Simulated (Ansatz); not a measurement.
# STi: the cost of one run

Method: def2-TZVPP, core rule «outside noble gas», up to 14 orbitals frozen; program: Ansatz 0.2.0, Gaussian basis.

The runs, in order: UHF; CCSD(T) on ROHF; CCSD(T) on UHF; CCSDT(Q) on ROHF; CCSDT(Q) on UHF.

16 further runs of the same task are left out: 10 for a known fault of the program, 6 set aside as unsound or not needed.

**1. The geometry**

The geometry is a PBE0/def2-TZVP stationary point (not a proven minimum).

2 atoms, charge 0, spin multiplicity 3.

Atoms are counted from 1 here; the program's logs count them from 0.

Bond lengths: Ti1–S2 2.066 Å.

**2. UHF**

The input, in.yaml:

```yaml
crystal:
  periodic: [false, false, false]
  atoms:
    - {symbol: Ti, position_ang: [0.000000, 0.000000, 0.000000]}
    - {symbol: S, position_ang: [0.000000, 0.000000, 2.066400]}
basis:
  gaussian: {orbitals: def2-TZVPP}
magnetization: {spin_polarized: true, initial_magnetization: 2}
hamiltonian: {xc: hf}
output: {orbitals: {seedname: orbitals}}
```

Started as:

```console
ansatz run in.yaml --threads 1 --pin off --events-out ev --progress --plain --max-ram 2816MiB --backend cpu
```

Q: Estimate wall time and peak memory on 1 thread of AMD EPYC 7R13, shared host.

About 24 s, with a peak of 0.35 GiB.
